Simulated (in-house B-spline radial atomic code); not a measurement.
# Cd²³⁺: ionisation energy by several methods

How far do functionals differ on the ionisation energy of Cd²³⁺? Each run solves Cd²³⁺ and then the next ion ([Ar] 3d6).

Method: non-relativistic, several functionals, spin-polarised, exact exchange averaged over the configuration; spherical all-electron atom at the radial basis limit. Code: in-house B-spline radial atomic code version 1.

## Step 1: What is computed

```
element       : cadmium (Z = 48)
charge        : +23
electrons     : 25
configuration : [Ar] 3d7
nucleus       : point
```

Outer shells as boxes (Hund's rule):

[Ar] 3d7
```
[Ar] core
3d [↑↓][↑↓][↑ ][↑ ][↑ ]
```

Where spins are not typed, each open shell is filled with up spins first.

## Step 2: LC-ωPBE, a range-separated hybrid

Settings, as recorded:

```ini
Z = 48
electrons = 25.0
configuration = [Ar] 3d7
hamiltonian = nr
method = lc_wpbe
spin_polarised = True
exact_exchange = averaged over the configuration
```

Launch:

```console
$ python run_scf.py task.json out
```

One command runs all members of the session, one after another, from task.json.

## Step 3: M06-2X, a global hybrid

Changes to the settings of step 2:

```diff
@@ -4,3 +4,3 @@
 hamiltonian = nr
-method = lc_wpbe
+method = m062x
 spin_polarised = True
```

## Step 4: TPSSh, a global hybrid

Changes to the settings of step 3:

```diff
@@ -4,3 +4,3 @@
 hamiltonian = nr
-method = m062x
+method = tpssh
 spin_polarised = True
```

**Question.** The tabulated ionisation energy is 1167 ± 4 eV (tabulated theoretical; NIST Atomic Spectra Database). What does each method give, and which comes nearest?

As calculated:

| method | rung | total energy (hartree) | ΔSCF (eV) | −ε highest (eV) | ΔSCF less tabulated (eV) |
| --- | --- | --- | --- | --- | --- |
| M06-2X | global hybrid | -5187.1097 | 1170.40 | 1156.42 (3d down) | +3.40 |
| TPSSh | global hybrid | -5186.5934 | 1168.95 | 1138.48 (3d down) | +1.95 |
| LC-ωPBE | range-separated hybrid | -5186.1210 | 1169.17 | 1140.96 (3d down) | +2.17 |

**Reading.** Against the tabulated ionisation energy, 1167 ± 4 eV (tabulated theoretical; NIST Atomic Spectra Database), the best here is TPSSh (+1.95 eV) and the worst M06-2X (+3.40 eV, or 0.29 %). The table's own uncertainty is as large as these misses, so the order means little. These runs lack relativity altogether, which can outweigh the gaps between the methods, so the nearest may be so by luck. These runs leave out relativity, which matters at this nuclear charge. Open shells are averaged (over orientations, and over spins where the run is restricted), while tables refer to the lowest levels.
